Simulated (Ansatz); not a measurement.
# WC: how the settings move a relaxation

Question: which choices in the input matter for WC?

Computed with Ansatz 0.2.0 (reference: DFT, PBEsol, PAW with Ansatz's default frozen-core files, scalar-relativistic; relaxation of cell and atoms, unless a step's input says otherwise).

## Step 1: The starting structure

It takes space group P-6m2 (No. 187, hexagonal). Conventional cell: a = 2.907 Å, b = 2.907 Å, c = 2.837 Å, α = 90.00°, β = 90.00°, γ = 120.00°. Around W (site symmetry -6m2) lie 6 C at 2.20 Å. C (site symmetry -6m2) has 6 W at 2.20 Å as nearest neighbours.

As a file:

```cif
data_structure
_symmetry_space_group_name_H-M 'P-6m2'
_symmetry_Int_Tables_number 187
_cell_length_a 2.9065
_cell_length_b 2.9065
_cell_length_c 2.8366
_cell_angle_alpha 90.000
_cell_angle_beta 90.000
_cell_angle_gamma 120.000
_cell_volume 20.75
loop_
_atom_site_label
_atom_site_type_symbol
_atom_site_symmetry_multiplicity
_atom_site_Wyckoff_symbol
_atom_site_fract_x
_atom_site_fract_y
_atom_site_fract_z
_atom_site_occupancy
W1 W 1 a 0.00000 0.00000 0.00000 1
C1 C 1 f 0.66667 0.33333 0.50000 1
```

## Step 2: Reference

Input file input.yaml:

```yaml
crystal:
  lattice:
    - [2.9065, 0.0, 0.0]
    - [-1.45325, 2.5171028361, 0.0]
    - [0.0, 0.0, 2.8366]
  atoms:
    - { symbol: W, position: [0.0, 0.0, 0.0] }
    - { symbol: C, position: [0.666666666667, 0.333333333333, 0.5] }
kpoints:
  mp_grid: { grid: [14, 14, 12] }
scf:
  occupations: { method: fermi_dirac, width: 0.08 }
hamiltonian:
  xc: pbesol
  pseudopotentials: { kind: paw }
relax:
  f_tol: 0.002
  max_steps: 80
  cell: {}
output:
  forces: true
  stress: true
  write_density: true
  write_potential: true
  elf: true
  volumetric_format: npy
```

The run is started by

```
$ ansatz run input.yaml --threads 1 --pin off --max-ram 3072MiB --backend cpu --events-out ev --progress --plain --runs-dir out
```

## Step 3: Changed: lower_state_search standard, ecutrho_ratio 4

input.yaml, as its differences from that of step 2:

```diff
@@ -12,2 +12,3 @@
   occupations: { method: fermi_dirac, width: 0.08 }
+  lower_state_search: standard
 hamiltonian:
@@ -26 +27,3 @@
   volumetric_format: npy
+basis:
+  ecutrho_ratio: 4
```

What does the calculation give? Wanted: for each run, ending; energy change; pressure; gap; force.

**Answer**, as computed:

| run | ending | energy change | pressure (GPa) | gap (eV) | force (eV/Å) | cycles | time |
| --- | --- | --- | --- | --- | --- | --- | --- |
| reference | converged | 0 | 0.0 | 0.00 | 0.00 | 38 | 30 s |
| 1: lower_state_search standard, ecutrho_ratio 4 | converged | 0.0 meV/atom | 0.0 | 0.00 | 0.00 | 44 | 33 s |

What this shows: The changed input (search for lower states) leaves the energy the same to the digits printed. Cost: 44 SCF cycles against 38. The reference leaves spin out although W can carry a moment, so its state need not be the lowest.
